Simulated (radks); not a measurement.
# Excited configurations of Ta⁺

How tightly is the outer electron of Ta⁺ held in higher orbitals? Ground state, ion and excited configurations are run in turn.

The numbers are computed with radks (a radial shooting solver on a logarithmic mesh, Libxc functionals) version 1 (scalar-relativistic Kohn-Sham, SCAN, spin-polarised, spherical densities, finite nucleus; open shells are filled with parallel spins first), except any that are marked as measured or tabulated.

## Step 1: Starting point

* element: tantalum (Z = 73)
* charge: +1
* electrons: 72
* configuration: [Xe] 4f14 5d3 6s1
* nuclear rms radius: 5.3507 fm

Outer shells as boxes (Hund's rule):

Ta⁺
```
[Xe] core
4f [↑↓][↑↓][↑↓][↑↓][↑↓][↑↓][↑↓]
5d [↑ ][↑ ][↑ ][  ][  ]
6s [↑ ]
```

## Step 2: Ground configuration: [Xe] 4f14 5d3 6s1

Settings of this run:

```text
Z 73
configuration [Xe] 4f14 5d3 6s1
relativity scalar-relativistic
functional scan,scan
spin polarised
nucleus finite rms 5.3507 fm
c 137.035999084
```

## Step 3: The ion: [Xe] 4f14 5d3

Input: that of step 2 with these lines changed.

```diff
@@ -1,3 +1,3 @@
 Z 73
-configuration [Xe] 4f14 5d3 6s1
+configuration [Xe] 4f14 5d3
 relativity scalar-relativistic
```

## Step 4: Outer electron in 5f: [Xe] 4f14 5d3 5f1

Input: that of step 3 with these lines changed.

```diff
@@ -1,3 +1,3 @@
 Z 73
-configuration [Xe] 4f14 5d3
+configuration [Xe] 4f14 5d3 5f1
 relativity scalar-relativistic
```

## Step 5: Outer electron in 6p: [Xe] 4f14 5d3 6p1

Settings of this run:

```text
Z 73
configuration [Xe] 4f14 5d3 6p1
relativity scalar-relativistic
functional scan,scan
spin polarised
nucleus finite rms 5.3507 fm
c 137.035999084
```

## Step 6: Outer electron in 6d: [Xe] 4f14 5d3 6d1

Settings of this run:

```text
Z 73
configuration [Xe] 4f14 5d3 6d1
relativity scalar-relativistic
functional scan,scan
spin polarised
nucleus finite rms 5.3507 fm
c 137.035999084
```

## Step 7: Outer electron in 6f: [Xe] 4f14 5d3 6f1

Settings of this run:

```text
Z 73
configuration [Xe] 4f14 5d3 6f1
relativity scalar-relativistic
functional scan,scan
spin polarised
nucleus finite rms 5.3507 fm
c 137.035999084
```

## Step 8: Outer electron in 7s: [Xe] 4f14 5d3 7s1

Settings of this run:

```text
Z 73
configuration [Xe] 4f14 5d3 7s1
relativity scalar-relativistic
functional scan,scan
spin polarised
nucleus finite rms 5.3507 fm
c 137.035999084
```

## Step 9: Outer electron in 7p: [Xe] 4f14 5d3 7p1

Settings of this run:

```text
Z 73
configuration [Xe] 4f14 5d3 7p1
relativity scalar-relativistic
functional scan,scan
spin polarised
nucleus finite rms 5.3507 fm
c 137.035999084
```

## Step 10: Outer electron in 7d: [Xe] 4f14 5d3 7d1

Settings of this run:

```text
Z 73
configuration [Xe] 4f14 5d3 7d1
relativity scalar-relativistic
functional scan,scan
spin polarised
nucleus finite rms 5.3507 fm
c 137.035999084
```

## Step 11: Outer electron in 7f: [Xe] 4f14 5d3 7f1

Settings of this run:

```text
Z 73
configuration [Xe] 4f14 5d3 7f1
relativity scalar-relativistic
functional scan,scan
spin polarised
nucleus finite rms 5.3507 fm
c 137.035999084
```

Before running it: what results should come out? Wanted: for each run, outer orbital; excitation; binding; n*; quantum defect; <r>.

As calculated:

| outer orbital | excitation (eV) | binding (eV) | n* | quantum defect | <r> (bohr) |
| --- | --- | --- | --- | --- | --- |
| 5f | 12.683 | 3.546 | 3.918 | 1.082 | 8.358 |
| 6p | 5.995 | 10.234 | 2.306 | 3.694 | 3.832 |
| 6d | 11.027 | 5.201 | 3.235 | 2.765 | 6.618 |
| 6f | 13.845 | 2.384 | 4.778 | 1.222 | 14.46 |
| 7p | 11.302 | 4.927 | 3.324 | 3.676 | 8.204 |
| 7d | 13.141 | 3.088 | 4.198 | 2.802 | 12.21 |
| 7f | 14.544 | 1.685 | 5.684 | 1.316 | 22.07 |

In words: Binding is E(ion) − E, and n* = 2/√(2·binding) in atomic units. The Δ-SCF energy to the ion that was run is 16.229 eV (NIST's first ionisation energy, to the ion's ground state: 16.2 eV, semi-empirical). Mean quantum defects: f 1.21, p 3.69, d 2.78. They fall with l, since high-l orbitals stay out of the core. Self-interaction in the functional shifts them, so they are the method's values and not measured ones. Open shells are spherical and high-spin; term and fine-structure splittings are not resolved. Spin-orbit splitting is averaged out at the scalar-relativistic level.
